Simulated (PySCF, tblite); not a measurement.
# C11H7F3: excited states

Aim: compute the excited states of C11H7F3 (`FC(F)(F)c1ccc2cccccc1-2`).

Computed with tblite 0.8.0 and PySCF 2.14.0 and routines of our own; the level stands in each step. Atoms count from 0.

### 1 The system as given

21 atoms, charge 0, multiplicity 1; geometry from: force field or distance geometry start.

### 2 Optimising the geometry with GFN2-xTB

The job: settings as JSON, then the geometry in Å.

```
{"job": {"kind": "relax", "xc": "GFN2-xTB", "basis": "xTB"}, "charge": 0, "multiplicity": 1}
F     -3.959600    -0.290700     0.450400
C     -2.756000    -0.893900     0.187400
F     -2.533700    -1.816200     1.211900
F     -2.876700    -1.594100    -0.992400
C     -1.659900     0.133200     0.122900
C     -1.804600     1.499400     0.262100
C     -0.568500     2.122400     0.118700
C      0.353500     1.136200    -0.113500
C      1.715800     1.374300    -0.315200
C      2.729800     0.471000    -0.032500
C      2.609400    -0.914000     0.131400
C      1.528300    -1.732000    -0.201900
C      0.192500    -1.400100    -0.318000
C     -0.343200    -0.152200    -0.126500
H     -2.762800     1.990100     0.467200
H     -0.330300     3.172800     0.192900
H      1.975000     2.342700    -0.710800
H      3.723700     0.881200     0.057800
H      3.480500    -1.403600     0.594900
H      1.794400    -2.763200    -0.385600
H     -0.516600    -2.146100    -0.601500
```

Launch:

```console
> OMP_NUM_THREADS=1 python excited_run.py task.json out
```

This one command runs all jobs of the session in turn.

Output:

```text
step      E/eV     max force
  0   -1122.64044    1.835
  1   -1122.81084    0.873
  2   -1122.88332    0.587
  3   -1122.92469    0.424
  4   -1122.94641    0.340
  5   -1122.96543    0.338
  6   -1122.98528    0.354
  7   -1123.01076    0.413
  8   -1123.03708    0.350
  9   -1123.05977    0.308
 10   -1123.07754    0.346
 11   -1123.09329    0.321
 12   -1123.10875    0.299
 13   -1123.12415    0.258
 14   -1123.13927    0.286
 15   -1123.15380    0.304
 16   -1123.16574    0.260
 17   -1123.17382    0.165
 18   -1123.17972    0.152
 19   -1123.18593    0.202
 20   -1123.19311    0.226
 21   -1123.20026    0.229
 22   -1123.20623    0.197
 23   -1123.21131    0.154
 24   -1123.21673    0.222
 25   -1123.22318    0.226
 26   -1123.23034    0.209
 27   -1123.23695    0.181
 28   -1123.24172    0.134
 29   -1123.24474    0.142
 30   -1123.24703    0.103
 31   -1123.24908    0.119
 32   -1123.25077    0.090
 33   -1123.25197    0.078
 34   -1123.25278    0.074
 35   -1123.25345    0.062
 36   -1123.25415    0.055
 37   -1123.25473    0.056
 38   -1123.25523    0.050
 39   -1123.25573    0.054
 40   -1123.25623    0.052
 41   -1123.25667    0.045
 42   -1123.25702    0.043
 43   -1123.25735    0.043
 44   -1123.25770    0.041
 45   -1123.25802    0.032
 46   -1123.25825    0.028
 47   -1123.25840    0.027
 48   -1123.25856    0.028
 49   -1123.25872    0.029
 50   -1123.25887    0.027
 51   -1123.25900    0.022
 52   -1123.25915    0.026
 53   -1123.25931    0.033
 54   -1123.25946    0.028
 55   -1123.25959    0.026
 56   -1123.25971    0.023
 57   -1123.25985    0.029
 58   -1123.26001    0.030
 59   -1123.26015    0.022
 60   -1123.26025    0.020
 61   -1123.26035    0.027
 62   -1123.26047    0.033
 63   -1123.26062    0.029
 64   -1123.26076    0.025
 65   -1123.26088    0.024
 66   -1123.26100    0.029
 67   -1123.26114    0.033
 68   -1123.26130    0.026
 69   -1123.26144    0.029
 70   -1123.26155    0.028
 71   -1123.26166    0.023
 72   -1123.26177    0.023
 73   -1123.26186    0.019
 74   -1123.26192    0.017
 75   -1123.26197    0.017
 76   -1123.26204    0.018
 77   -1123.26212    0.018
 78   -1123.26219    0.015
 79   -1123.26223    0.010
 80   -1123.26225    0.010
 81   -1123.26226    0.009
```

Wall time 1 s (1 thread of Intel Xeon at 2.60GHz, shared host); peak memory 0.18 GiB.

Step by step: (not every step is listed)

| step | energy from step 0 (eV) | largest force (eV/Å) |
| --- | --- | --- |
| 0 | 0.0000 | 1.8351 |
| 1 | -0.1704 | 0.8729 |
| 2 | -0.2429 | 0.5874 |
| 3 | -0.2843 | 0.4236 |
| 4 | -0.3060 | 0.3397 |
| 5 | -0.3250 | 0.3385 |
| 6 | -0.3448 | 0.3540 |
| 7 | -0.3703 | 0.4132 |
| 8 | -0.3966 | 0.3499 |
| 14 | -0.4988 | 0.2861 |
| 20 | -0.5527 | 0.2262 |
| 26 | -0.5899 | 0.2092 |
| 32 | -0.6103 | 0.0899 |
| 38 | -0.6148 | 0.0501 |
| 44 | -0.6173 | 0.0413 |
| 50 | -0.6184 | 0.0273 |
| 56 | -0.6193 | 0.0230 |
| 62 | -0.6200 | 0.0330 |
| 68 | -0.6209 | 0.0260 |
| 74 | -0.6215 | 0.0173 |
| 76 | -0.6216 | 0.0184 |
| 77 | -0.6217 | 0.0184 |
| 78 | -0.6218 | 0.0153 |
| 79 | -0.6218 | 0.0102 |
| 80 | -0.6218 | 0.0100 |
| 81 | -0.6218 | 0.0088 |

Close pairs (by a distance rule), those that changed most:

| bond | before (Å) | after (Å) | change (Å) |
| --- | --- | --- | --- |
| C1–F2 | 1.396 | 1.353 | -0.043 |
| C4–C13 | 1.370 | 1.404 | +0.034 |
| F0–C1 | 1.372 | 1.340 | -0.032 |
| C6–C7 | 1.370 | 1.400 | +0.030 |
| C1–F3 | 1.377 | 1.354 | -0.023 |
| C1–C4 | 1.504 | 1.482 | -0.022 |
| C5–H14 | 1.096 | 1.075 | -0.021 |
| C4–C5 | 1.381 | 1.399 | +0.018 |

The end geometry stands in the next job.

### 3 Infrared spectrum with GFN2-xTB

The job: settings as JSON, then the geometry in Å.

```
{"job": {"kind": "ir", "xc": "GFN2-xTB", "basis": "xTB"}, "charge": 0, "multiplicity": 1}
F     -4.006908    -0.288816     0.218921
C     -2.795823    -0.852951     0.114098
F     -2.701016    -1.731166     1.139584
F     -2.834605    -1.621150    -1.000185
C     -1.697786     0.141704     0.094047
C     -1.864919     1.529919     0.142420
C     -0.619926     2.136707     0.096039
C      0.368192     1.148069     0.015817
C      1.731761     1.377884    -0.051551
C      2.761502     0.454067    -0.131784
C      2.684759    -0.932230    -0.164442
C      1.573011    -1.762136    -0.127109
C      0.231168    -1.421240    -0.048565
C     -0.327970    -0.156832     0.014434
H     -2.814399     2.029452     0.205267
H     -0.436431     3.194281     0.118181
H      2.024539     2.421970    -0.039822
H      3.761724     0.867163    -0.172530
H      3.638314    -1.443547    -0.227261
H      1.781523    -2.823763    -0.162799
H     -0.465631    -2.250440    -0.033232
```

Output:

```text
mode    cm-1     km/mol
  1      35.4      0.06
  2      72.2      0.32
  3     115.7      1.59
  4     141.8      0.41
  5     160.1      0.41
  6     267.7      0.66
  7     285.7      4.90
  8     333.0      8.06
  9     335.7      0.21
 10     375.9      1.18
 11     412.1      1.70
 12     420.4      1.28
 13     488.2      6.24
 14     500.2      5.06
 15     543.1     16.24
 16     543.3      2.38
 17     609.7      0.50
 18     659.9     21.18
 19     692.1      0.07
 20     718.9      0.79
 21     739.4     23.93
 22     746.2      0.94
 23     802.7     20.41
 24     847.7      6.37
 25     848.6      3.22
 26     867.1      5.45
 27     906.9     67.85
 28     922.0      0.71
 29     931.5      1.58
 30     938.7      0.84
 31     994.6    339.56
 32    1001.9      2.44
 33    1039.1    169.88
 34    1070.5      9.44
 35    1078.0     54.66
 36    1126.0    123.14
 37    1183.1     27.85
 38    1209.8    109.02
 39    1252.6     16.60
 40    1291.4      2.97
 41    1301.7      0.10
 42    1346.7     16.55
 43    1382.0     18.54
 44    1406.6     64.86
 45    1441.0     71.73
 46    1460.2     36.82
 47    1513.4      7.60
 48    1536.4      5.80
 49    1589.5     37.76
 50    1591.8     24.22
 51    3041.7      6.17
 52    3046.4      9.14
 53    3057.8      5.69
 54    3063.0     42.74
 55    3071.2     23.80
 56    3142.8      6.27
 57    3154.7     26.33
```

Wall time 1.4 s (1 thread of Intel Xeon at 2.60GHz, shared host); peak memory 0.18 GiB.

The strongest bands and the atoms that carry them (share of the mass-weighted mode):

| cm⁻¹ | km/mol | atoms |
| --- | --- | --- |
| 907 | 67.8 | C4 20 %, C13 19 %, C5 12 % |
| 995 | 339.6 | C1 75 %, F3 12 %, F2 11 % |
| 1039 | 169.9 | C1 71 % |
| 1078 | 54.7 | H15 24 %, H14 12 % |
| 1126 | 123.1 | C1 36 %, H15 16 % |
| 1210 | 109.0 | H15 20 %, H16 14 %, C1 14 %, C13 11 % |
| 1407 | 64.9 | C4 18 %, C13 15 %, H18 14 % |
| 1441 | 71.7 | C4 28 %, C6 18 %, C5 14 %, C13 10 % |

### 4 Excited states: TDA CAM-B3LYP/def2-SVP

Settings changed since step 3:

```diff
@@ -1,2 +1,2 @@
-{"job": {"kind": "ir", "xc": "GFN2-xTB", "basis": "xTB"}, "charge": 0, "multiplicity": 1}
+{"job": {"kind": "states", "xc": "CAM-B3LYP", "basis": "def2-SVP", "tda": true, "soc": true, "nstates": 5, "ntriplets": 4, "nquad": 4}, "charge": 0, "multiplicity": 1}
 F     -4.006908    -0.288816     0.218921
```

With the program's defaults for keys left out, this is: TDA CAM-B3LYP/def2-SVP excited states, vertical, gas phase, spin-orbit mean-field couplings.

Output:

```text
coarse grid: 19544 points
cycle   1  E = -721.7303614358  dE =  3.149e+00  |g| = 9.821e-01  |ddm| = 6.102e+00
cycle   2  E = -721.6806654548  dE =  4.970e-02  |g| = 1.205e+00  |ddm| = 2.020e+00
cycle   3  E = -721.9150507648  dE = -2.344e-01  |g| = 7.167e-02  |ddm| = 1.076e+00
cycle   4  E = -721.9157496690  dE = -6.989e-04  |g| = 4.951e-02  |ddm| = 1.582e-01
cycle   5  E = -721.9163454574  dE = -5.958e-04  |g| = 1.179e-02  |ddm| = 7.457e-02
cycle   6  E = -721.9163804771  dE = -3.502e-05  |g| = 3.119e-03  |ddm| = 1.873e-02
cycle   7  E = -721.9163831416  dE = -2.665e-06  |g| = 1.038e-03  |ddm| = 4.818e-03
final grid: 195704 points
cycle   8  E = -722.0411674512  dE = -5.247e-05  |g| = 5.133e-03  |ddm| = 4.518e-02
cycle   9  E = -722.0411676056  dE = -1.544e-07  |g| = 5.443e-03  |ddm| = 1.186e-02
cycle  10  E = -722.0411730758  dE = -5.470e-06  |g| = 5.419e-04  |ddm| = 5.384e-03
cycle  11  E = -722.0411731366  dE = -6.079e-08  |g| = 2.253e-04  |ddm| = 8.809e-04
cycle  12  E = -722.0411731491  dE = -1.250e-08  |g| = 9.399e-05  |ddm| = 4.040e-04
cycle  13  E = -722.0411731515  dE = -2.434e-09  |g| = 1.616e-05  |ddm| = 1.267e-04
cycle  14  E = -722.0411731517  dE = -1.191e-10  |g| = 7.678e-06  |ddm| = 3.459e-05
converged SCF energy = -722.0411731517

Singlet excitations
state   eV       nm        f     d(h-e)  d(exc)  Lambda  PR(NTO)  |dmu|/D   mu/D   main configurations
  1   2.6630   465.6   0.01410   1.023   3.274   0.568   1.128    2.178    2.733   H->L 0.93
  2   4.0318   307.5   0.00864   1.009   3.379   0.832   2.022    2.067    2.987   H->L+1 0.55, H-1->L 0.44
  3   5.1053   242.9   0.08827   0.797   3.276   0.734   1.697    1.537    3.258   H-1->L+1 0.72, H-2->L 0.20
  4   5.8552   211.8   1.78347   1.031   3.275   0.818   2.221    0.146    4.212   H-1->L 0.48, H->L+1 0.39
  5   6.2646   197.9   0.00023   0.384   3.092   0.504   1.021                     H-3->L 0.96

Triplet excitations (Tamm-Dancoff)
state   eV     d(h-e)  d(exc)  Lambda  PR(NTO)   main configurations
  1   2.1671   0.856   3.277   0.558   1.010   H->L 0.99
  2   2.5179   0.599   3.102   0.830   1.966   H->L+1 0.61, H-1->L 0.34
  3   2.9604   0.726   3.293   0.834   1.866   H-1->L 0.63, H->L+1 0.36
  4   3.9758   0.633   3.287   0.744   1.047   H-1->L+1 0.97
S1 - T1 = 0.4959 eV

Spin-orbit couplings |<S|Hso|T>| (cm-1)
             T1       T2       T3       T4
S0        0.106    0.967    0.732    0.041
S1        0.033    0.250    0.328    0.054
S2        0.179    0.068    0.010    0.299
S3        0.240    0.133    0.529    0.023
S4        0.492    0.284    0.092    0.512
S5        3.088    1.249    1.528    0.073
T1 sublevels (cm-1): 0.000 0.000 0.000   radiative rates (1/s): 0.000176 1.82e-06 0.0374
```

Run time: 91 s. Hardware: 1 thread of Intel Xeon at 2.60GHz, shared host; peak memory 1.1 GiB.

Key values:

| quantity | value |
| --- | --- |
| S1 less T1 | 0.50 eV |

Orbitals, density, ELF and potential are computed afterwards from the orbital file.

Frontier orbitals at CAM-B3LYP/def2-SVP, with the share of their density that lies nearest to each atom:

| orbital | energy (eV) | lies on |
| --- | --- | --- |
| HOMO | -7.19 | C4, C6 about 22 % each; C9, C11 about 10 % each; C7, C13 about 8 % each |
| LUMO | -1.42 | C10, C12 about 16 % each; C7, C8 about 12 % each; C5, C13 about 10 % each |

ELF in a plane through or near 19 of the atoms.

Values, 10 rows by 14 columns:
```
0.00 0.00 0.00 0.00 0.00 0.00 0.00 0.00 0.00 0.00 0.00 0.00 0.00 0.00
0.00 0.00 0.00 0.00 0.00 0.00 0.00 0.00 0.00 0.00 0.00 0.00 0.00 0.00
0.00 0.00 0.00 0.00 0.91 0.99 0.07 0.67 0.22 0.00 0.00 0.00 0.00 0.00
0.00 0.00 0.64 0.93 0.16 0.52 0.58 1.00 0.37 0.07 0.07 0.01 0.00 0.00
0.00 0.00 0.64 0.98 0.83 0.61 0.57 0.87 0.20 0.54 0.25 0.85 0.31 0.00
0.00 0.00 0.40 0.85 0.47 0.32 0.41 0.81 0.53 0.56 0.07 0.79 0.11 0.00
0.00 0.00 0.91 0.97 0.39 0.59 0.76 0.90 0.84 0.20 0.98 0.04 0.00 0.00
0.00 0.00 0.00 0.00 0.95 0.99 0.02 0.89 0.59 0.35 0.97 0.19 0.00 0.00
0.00 0.00 0.00 0.00 0.02 0.02 0.01 0.98 0.77 0.00 0.00 0.00 0.00 0.00
0.00 0.00 0.00 0.00 0.00 0.00 0.00 0.00 0.00 0.00 0.00 0.00 0.00 0.00
```
The map spans 13.2 Å across and 11.6 Å up, centred on the molecule. Atoms in the plane (x, y in Å): F0 (4.0, 0.4), C1 (2.8, 0.9), C4 (1.7, -0.1), C5 (1.9, -1.5), C6 (0.7, -2.1), C7 (-0.3, -1.2), C8 (-1.7, -1.4), C9 (-2.8, -0.5), C10 (-2.7, 0.9), C11 (-1.6, 1.7), C12 (-0.3, 1.4), C13 (0.3, 0.2), H14 (2.9, -2.0), H15 (0.5, -3.2), H16 (-2.0, -2.5), H17 (-3.7, -1.0), H18 (-3.7, 1.3), H19 (-1.9, 2.8), H20 (0.4, 2.3).

On the surface of density 0.002 e/bohr³ the electrostatic potential runs, from the 1st to the 99th percentile, from -0.86 V near F3 to 1.12 V near H18.

### 5 Results

| quantity | value |
| --- | --- |
| strongest single infrared mode (GFN2-xTB) | 995 cm⁻¹, 340 km/mol |
| zero-point energy (GFN2-xTB) | 91.0 kcal/mol |
| S1 less T1 (step 4, TDA CAM-B3LYP/def2-SVP) | 0.50 eV |
| potential on the surface of density 0.002 e/bohr³, 1st and 99th percentile | -0.86 V and 1.12 V |

What this shows: No mode is imaginary among the 57: a minimum at this level. The strongest single mode, at 995 cm⁻¹, moves mainly C1. Unscaled tight-binding wavenumbers are off by several per cent, some by more. Its intensities can rank the bands wrongly. In step 4, the number of triplets below S1 is 2, and the largest singlet-triplet spin-orbit coupling is S5–T1, 3.09 cm⁻¹. At CAM-B3LYP/def2-SVP, counted by nearest atom on the grid, the HOMO lies on C4, C6 about 22 % each; C9, C11 about 10 % each, the LUMO on C10, C12 about 16 % each; C7, C8 about 12 % each.
